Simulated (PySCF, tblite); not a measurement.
# C5H10O2Si: geometry, infrared bands and NMR shifts

Wanted: the infrared bands and NMR shifts of C5H10O2Si (`C=CO[C@@H]1CO[SiH2]C1`), by calculation.

The runs use tblite 0.8.0 and PySCF 2.14.0, with density-fitted response routines of our own; the level of theory stands in each step. All values are computed, except where a source is named. Atoms count from 0, in the outputs and in this text.

## 1. Starting geometry

18 atoms, charge 0, multiplicity 1; geometry from: force field or distance geometry start.

Bonds of the start (Å): C0–C1 1.34, C1–O2 1.35, O2–C3 1.45, C3–C4 1.55, C4–O5 1.44, O5–Si6 1.67, Si6–C7 1.88, C7–C3 1.54, C0–H8 1.08, C0–H9 1.08, C1–H10 1.09, C3–H11 1.09, C4–H12 1.10, C4–H13 1.10, Si6–H14 1.48, Si6–H15 1.50, C7–H16 1.09, C7–H17 1.10.

## 2. Relaxing the molecule with GFN2-xTB

What the job is given:

```
{"job": {"kind": "relax", "xc": "GFN2-xTB", "basis": "xTB"}, "charge": 0, "multiplicity": 1}
C      2.380000    -1.552500    -0.330500
C      2.063000    -0.675600     0.630500
O      1.058200     0.220700     0.710800
C      0.142800     0.353200    -0.411200
C     -0.561400     1.725700    -0.295000
O     -1.671900     1.675000     0.622200
Si    -2.246500     0.108700     0.749800
C     -0.946400    -0.729600    -0.325600
H      1.803900    -1.652400    -1.241600
H      3.224600    -2.207300    -0.210900
H      2.656000    -0.615600     1.546900
H      0.703800     0.306800    -1.340500
H      0.127400     2.503400     0.054100
H     -0.954900     2.025500    -1.282700
H     -3.602800     0.006100     0.157000
H     -2.193800    -0.354100     2.173500
H     -0.612400    -1.675900     0.104500
H     -1.378200    -0.915800    -1.323200
```

Command:

```
OMP_NUM_THREADS=1 python probes_run.py task.json out
```

The driver reads the jobs from task.json and runs them one after another.

**Question.** This job is followed by: GFN2-xTB harmonic vibrations, gas phase; GIAO PBE0/pcSseg-1 NMR shielding, non-relativistic, gas phase. Predict these results of the whole session: strongest single infrared mode (GFN2-xTB); zero-point energy (GFN2-xTB); ¹³C shifts against TMS (PBE0/pcSseg-1); ¹H shifts against TMS (PBE0/pcSseg-1); ¹⁷O shifts against H2O (PBE0/pcSseg-1); ²⁹Si shifts against TMS (PBE0/pcSseg-1).

As calculated:

```
                                 quantity                                                           value
strongest single infrared mode (GFN2-xTB)                                           2298 cm⁻¹, 425 km/mol
             zero-point energy (GFN2-xTB)                                                   87.5 kcal/mol
   ¹³C shifts against TMS (PBE0/pcSseg-1)                               157.9, 88.6, 78.6, 77.8, 15.5 ppm
    ¹H shifts against TMS (PBE0/pcSseg-1)  6.64, 5.09, 5.05, 4.64, 4.50, 4.26, 4.25, 4.17, 1.65, 0.90 ppm
   ¹⁷O shifts against H2O (PBE0/pcSseg-1)                                                 165.0, 17.3 ppm
  ²⁹Si shifts against TMS (PBE0/pcSseg-1)                                                        -1.7 ppm
```

Over 71 steps the energy fell by 0.187 eV; of the close pairs, C4–O5 changed most, 1.441 to 1.401 Å. No mode is imaginary among the 48: a minimum at this level. The strongest single mode, at 2298 cm⁻¹, moves mainly H15. Unscaled tight-binding wavenumbers are off by several per cent, some by more. Its intensities can rank the bands wrongly. The most deshielded carbon is C1 (alkene carbon bearing oxygen), at 157.9 ppm: an sp2 carbon further deshielded by the attached heteroatom. H10 (hydrogen on an alkene carbon bearing oxygen) lies farthest downfield among hydrogen, at 6.64 ppm; olefinic region. At PBE0/pcSseg-1: The widest tensor belongs to C1: span 187 ppm, with a paramagnetic part of -220 ppm.
